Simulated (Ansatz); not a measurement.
**SbOs (CsCl type): how the settings move a single-point run**

How sensitive is a single-point run of SbOs (CsCl type) to its settings? A reference run comes first, then one run with altered input.

Method: reference: DFT, PBE, PAW with Ansatz's default frozen-core files, scalar-relativistic, in Ansatz 0.2.0.

1 further run of the same task is left out (it didn't finish). Runs told in other sessions of the task aren't counted.

### 1 The starting structure

Symmetry: Pm-3m, No. 221, cubic system. Conventional cell: a = 2.647 Å, b = 2.647 Å, c = 2.647 Å, α = 90.00°, β = 90.00°, γ = 90.00°. Os (site symmetry m-3m) has 8 Sb at 2.29 Å in its first shell of neighbours. Around Sb (site symmetry m-3m) lie 8 Os at 2.29 Å.

Coordinates:

```cif
data_structure
_symmetry_space_group_name_H-M 'Pm-3m'
_symmetry_Int_Tables_number 221
_cell_length_a 2.6473
_cell_length_b 2.6473
_cell_length_c 2.6473
_cell_angle_alpha 90.000
_cell_angle_beta 90.000
_cell_angle_gamma 90.000
_cell_volume 18.55
loop_
_atom_site_label
_atom_site_type_symbol
_atom_site_symmetry_multiplicity
_atom_site_Wyckoff_symbol
_atom_site_fract_x
_atom_site_fract_y
_atom_site_fract_z
_atom_site_occupancy
Os1 Os 1 a 0.00000 0.00000 0.00000 1
Sb1 Sb 1 b 0.50000 0.50000 0.50000 1
```

### 2 The reference run

input.yaml

```yaml
crystal:
  lattice:
    - [2.6472833967, 0.0, 0.0]
    - [0.0, 2.6472833967, 0.0]
    - [0.0, 0.0, 2.6472833967]
  atoms:
    - { symbol: Os, position: [0.0, 0.0, 0.0] }
    - { symbol: Sb, position: [0.5, 0.5, 0.5] }
kpoints:
  mp_grid: { grid: [12, 12, 12] }
scf:
  occupations: { method: fermi_dirac, width: 0.05 }
hamiltonian:
  xc: pbe
  pseudopotentials: { kind: paw }
output:
  forces: true
  stress: true
  eigenvalues: true
  populations: true
```

The run is started by

```
> ansatz run input.yaml --threads 1 --pin off --max-ram 2048MiB --backend cpu --events-out ev --progress --plain --runs-dir out
```

### 3 Variant: dispersion d3bj, ecutwfc 400 eV

input.yaml: that of step 2 with these lines changed.

```diff
@@ -15,2 +15,3 @@
   pseudopotentials: { kind: paw }
+  dispersion: d3bj
 output:
@@ -20 +21,3 @@
   populations: true
+basis:
+  ecutwfc: "400 eV"
```

Before running it: what results should come out? Wanted: for each run, ending; energy change; pressure; gap; force.

As calculated:

| run | ending | energy change | pressure (GPa) | gap (eV) | force (eV/Å) | cycles | time |
| --- | --- | --- | --- | --- | --- | --- | --- |
| reference | converged | 0 | 570.8 | 0.00 | 0.00 | 6 | 2.2 s |
| 1: dispersion d3bj, ecutwfc 400 eV | converged | -1.26 eV/atom (dispersion and other settings together) | 548.9 | 0.00 | 0.00 | 6 | 2.3 s |

Residual by cycle in the longest SCF loop of each run; runs are numbered as in the table. The quantity is the density residual dr2, in eV.

| cycle | reference | run 1 |
| --- | --- | --- |
| 1 | 0.337 | 0.337 |
| 2 | 0.0756 | 0.0755 |
| 3 | 0.00193 | 0.00193 |
| 4 | 4.0e-5 | 4.0e-5 |
| 5 | 1.5e-6 | 1.5e-6 |
| 6 | 1.8e-8 | 1.8e-8 |

The energy moves by -1.26 eV/atom, nearly all of it the dispersion term itself (-1.26 eV/atom); that offset belongs to the model and is no gain or loss of stability; the pressure goes from 570.8 to 548.9 GPa. Run 1 ran under the cutoff that the potentials recommend, as the log warns, so basis error is mixed into its values. The structure is not at rest: the sound run finds 571 GPa, so these are no properties of the relaxed crystal. The reference has no spin polarisation; with Os present, a magnetic state may lie lower.

At pressures up to 571 GPa the PAW spheres may overlap and frozen cores may not hold, so those PAW values are rough without an all-electron check.
